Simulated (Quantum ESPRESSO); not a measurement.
Runs of Quantum ESPRESSO 7.5 on GaF. Symmetry: F-43m, No. 216, cubic system. Conventional cell: a = 5.692 Å, b = 5.692 Å, c = 5.692 Å, α = 90.00°, β = 90.00°, γ = 90.00°. Ga (site symmetry -43m) is surrounded by 4 F at 2.46 Å. F (site symmetry -43m) has 4 Ga at 2.46 Å as nearest neighbours. The cell was built by a generator and needn't be a form met in nature.

| level | rVV10 parameter b | gap on the mesh (eV) | pressure (GPa) |
| --- | --- | --- | --- |
| PBEsol | - | 1.85 | 0.0 |
| PBEsol+rVV10 | 6.3 | 1.46 | 0.0 |
| PBEsol+D3(BJ) | - | 2.27 | 0.0 |
| PBEsol+D3 | - | (a) | 0.0 |

Alike in all rows: task relaxation of cell and atoms; potentials or basis PseudoDojo 0.4.1 SR PBE standard; no spin polarisation; cell relaxed to 0.3 kbar; k mesh 8 × 8 × 8; cutoff (eV) 1143; smearing fermi-dirac 0.05 eV.

Estimate the missing entries.

(a) 2.17.

Caveats: the potentials were made for another functional, which shifts forces and pressure; rVV10's parameter b was fitted to another functional (some runs).

A k mesh can miss the band edges, and the runs leave out spin-orbit coupling on Ga.

Runs at the PBE level aren't shown here.
